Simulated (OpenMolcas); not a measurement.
# Cu⁴⁺ among point charges: CASSCF and CASPT2 levels and susceptibility

How does a field of 4 point charges split the states of Cu⁴⁺, and what χT follows?

Method: state-averaged CASSCF and CASPT2, spin-orbit coupling by RASSI with atomic mean-field integrals. Code: OpenMolcas 26.06.

## (1) The atom as given

| Property | Result |
| --- | --- |
| Species | Cu⁴⁺ (copper, Z = 29, 25 electrons) |
| Basis | ANO-RCC-VDZP [5s4p2d1f], 34 functions |
| Scalar Hamiltonian | DKH2, point nucleus |
| Inactive shells | 1s 2s 2p 3s 3p |
| Active space | 7 electrons in 5 orbitals (3d) |
| Some configurations of this space | 3d⁷ |
| Orbitals | optimised for each spin and parity, averaged over all roots |

Outer shells as boxes (Hund's rule):

3d7
```
3d [↑↓][↑↓][↑ ][↑ ][↑ ]
```

The ion sits among 4 point charges of -1.5 e arranged as a tetrahedron (Td), 1.78 Å from the ion.

Each step is its own input file, run in one work folder so that later steps find the files of earlier ones. Labels, J, g values, rates, χT and fits are worked out afterwards by a script from the matrices that RASSI stores.

## (2) Basis and integrals

Input file a.inp:

```
&GATEWAY
Coord
1

Cu 0.0 0.0 0.0
Basis=ANO-RCC-VDZP
Group=NoSym
NoMove
AngMom=0.0 0.0 0.0
AMFI
XField
4 Angstrom 0
1.027683 1.027683 1.027683 -1.500000
1.027683 -1.027683 -1.027683 -1.500000
-1.027683 1.027683 -1.027683 -1.500000
-1.027683 -1.027683 1.027683 -1.500000
&SEWARD
```

Started as:

```bash
OMP_NUM_THREADS=1 MOLCAS_MEM=1689 MOLCAS_PROJECT=a pymolcas a.inp > a.log
```

## (3) Reference wave functions, quartets, 10 roots

Input file a.inp:

```
&RASSCF
FileOrb=start.orb
Symmetry=1
Spin=4
nActEl=7 0 0
Inactive=9
Ras2=5
CIRoot=10 10 1
SDav=10
CIMx=300
Iter=120 100
PrWF=0.3
OrbListing=Nothing
MaxOrb=0
>>> COPY $Project.JobIph JOB001
```

start.orb holds the contracted functions of the basis, ordered by shell, or the orbitals of the step before.

## (4) Reference wave functions, doublets, 40 roots

Input file a.inp:

```
&RASSCF
FileOrb=start.orb
Symmetry=1
Spin=2
nActEl=7 0 0
Inactive=9
Ras2=5
CIRoot=40 40 1
SDav=40
CIMx=300
Iter=120 100
PrWF=0.3
OrbListing=Nothing
MaxOrb=0
>>> COPY $Project.JobIph JOB002
```

## (5) RASSI: spin-orbit coupling between the states

Input file a.inp:

```
&RASSI
NrOfJobIphs=2 10 40
1 2 3 4 5 6 7 8 9 10
1 2 3 4 5 6 7 8 9 10 11 12 13 14 15 16 17 18 19 20 21 22 23 24 25 26 27
28 29 30 31 32 33 34 35 36 37 38 39 40
IphNames
JOB001
JOB002
EJob
SpinOrbit
DIPRint=1.0
SOCoupling=1000.0
Subsets=2
Property=9
'ANGMOM' 1 'ANGMOM' 2 'ANGMOM' 3 'MLTPL  1' 1 'MLTPL  1' 2 'MLTPL  1' 3
'AMFI' 1 'AMFI' 2 'AMFI' 3
SOProperty=3
'ANGMOM' 1 'ANGMOM' 2 'ANGMOM' 3
```

## (6) CASPT2: IPEA 0.25, imaginary shift 0.1 (closed shells correlated: 3s 3p)

Input file a.inp:

```
>>> COPY JOB001 $Project.JobIph
&CASPT2
Multistate=10 1 2 3 4 5 6 7 8 9 10
NoMult
Frozen=5
IPEA=0.25
Imaginary=0.1
MaxIter=60
WThr=0.0 0.3 0.05
PrWF=0.5
NoMix
>>> COPY JOB002 $Project.JobIph
&CASPT2
Multistate=40 1 2 3 4 5 6 7 8 9 10 11 12 13 14 15 16 17 18 19 20 21 22
23 24 25 26 27 28 29 30 31 32 33 34 35 36 37 38 39 40
NoMult
Frozen=5
IPEA=0.25
Imaginary=0.1
MaxIter=60
WThr=0.0 0.3 0.05
PrWF=0.5
NoMix
```

(Steps that only read results are left out.)

**Question.** What will these runs give? Wanted: spin-free ground state; first state of the same spin within the active space; lowest level; next level.

As calculated:

```
                                            quantity                                                                        value
                                              method  SS-CASPT2, IPEA 0.25, imaginary shift 0.1 (closed shells correlated: 3s 3p)
                              spin-free ground state                                              4A2, 1-fold in its orbital part
first state of the same spin within the active space                                                             4T2 at 1080 cm⁻¹
                                        lowest level                                                                    4-fold Γ8
                                          next level                                                                   785.1 cm⁻¹
                                         χT at 300 K                                                               4.70 cm³ K/mol
                           effective moment at 300 K                                                                      6.13 μB
```

Cost by method:

```tsv
method	time of its own steps	time with the reference
A. CASSCF	8.7 s	8.7 s
B. SS-CASPT2, IPEA 0.25, imaginary shift 0.1, +3s 3p	3.1 s	12 s
```

Times are of one thread on a shared host.

The spin-free ground state (4A2) comes to 100 % from free-ion F terms and keeps the highest spin of the shell. χT at 300 K is 4.70, against 1.88 cm³ K/mol for the spin alone, so orbital moment adds to it. CASPT2 does not keep the components of a term degenerate, and the means are used. The field of point charges can differ much from that of real complexes. Point charges carry no covalency, so the field is a model and not that of real ligands.
